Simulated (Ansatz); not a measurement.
# Ti: the cost of one run

Computed with Ansatz 0.2.0 (DFT LDA, scalar-relativistic, unless a step's input says otherwise).

**1. The starting structure**

It takes space group Fm-3m (No. 225, cubic). The conventional cell has a = 4.060 Å, b = 4.060 Å, c = 4.060 Å, α = 90.00°, β = 90.00°, γ = 90.00°. Around Ti (site symmetry m-3m) lie 12 Ti at 2.87 Å.

Structure file:

```
Ti
1.0
     0.00000    2.03000    2.03000
     2.03000    0.00000    2.03000
     2.03000    2.03000    0.00000
Ti
1
Direct
  0.00000 0.00000 0.00000
```

**2. After the deformation**

Space group Fm-3m before, I4/mmm after.

**3. Full-potential LAPW**

File input.yaml:

```yaml
crystal:
  lattice:
    - [0.0, 2.03, 2.0503]
    - [2.03, 0.0, 2.0503]
    - [2.03, 2.03, 0.0]
  atoms:
    - { symbol: Ti, position: [0.0, 0.0, 0.0] }
kpoints:
  mp_grid: { grid: [14, 14, 14] }
  band_path:
    path:
      - [0.0, 0.0, 0.0]
      - [0.0, 0.5, 0.5]
      - [0.25, 0.75, 0.5]
      - [0.0, 0.5, 0.0]
      - [0.0, 0.0, 0.0]
      - [0.5, 0.5, 0.0]
      - [0.3725370062, 0.6274629938, 0.0]
      - [-0.3725370062, 0.3725370062, 0.0]
      - [0.0, 0.0, 0.0]
    npoints: 5
scf:
  occupations: { method: fermi_dirac, width: 0.05 }
hamiltonian:
  xc: lda
  pseudopotentials: { kind: all_electron, lapw: { basis_error: 0.00025 } }
output:
  forces: true
  stress: true
  eigenvalues: true
```

Command:

```console
$ ansatz run input.yaml --threads 1 --pin off --max-ram 3072MiB --backend cpu --events-out ev --progress --plain --runs-dir out
```

What time and memory should one allow on 1 thread of Arm Neoverse V2, shared host?

About 11 s, with a peak of 0.36 GiB.
